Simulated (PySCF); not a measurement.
# Ta3 (Ta3+): the cost of one run

Computed with PySCF 2.14.0. Level: r2SCAN, Ta def2-SVP with ECP60; scalar-relativistic core potentials, no spin–orbit coupling.

2 further runs of the same task are left out: 2 for a known fault of the program.

**1. The system as given**

3 atoms, charge 1, spin multiplicity 1.

Bond lengths: Ta1–Ta2 2.550 Å, Ta2–Ta3 2.550 Å. Angles: Ta1–Ta2–Ta3 180.0°.

Coordinates:

```csv
atom,x (Å),y (Å),z (Å)
Ta1,0.0000,0.0000,2.5500
Ta2,0.0000,0.0000,0.0000
Ta3,0.0000,0.0000,-2.5500
```

**2. SCF at the start, singlet**

File run.py (the lines that set the calculation):

```python
mol = gto.M(atom='''
Ta     0.00000     0.00000     2.55000
Ta     0.00000     0.00000     0.00000
Ta     0.00000     0.00000    -2.55000''',
    basis={'Ta': 'def2-SVP'},
    ecp={'Ta': 'def2-SVP'},
    charge=1, spin=0)
mf = dft.RKS(mol, xc='R2SCAN')
mf.grids.atom_grid = (50, 194)
mf = mf.density_fit()  # fitting sets: Ta def2-universal-JKFIT
mf.conv_tol = 1e-08; mf.max_cycle = 55
mf.kernel(dm0)  # dm0: free metal ions and neutral atoms
```

The run is started by

```
$ OMP_NUM_THREADS=2 python run.py
```

What time and memory should one allow on 2 threads of Arm Neoverse V2, shared host?

About 58 s, with a peak of 0.42 GiB.
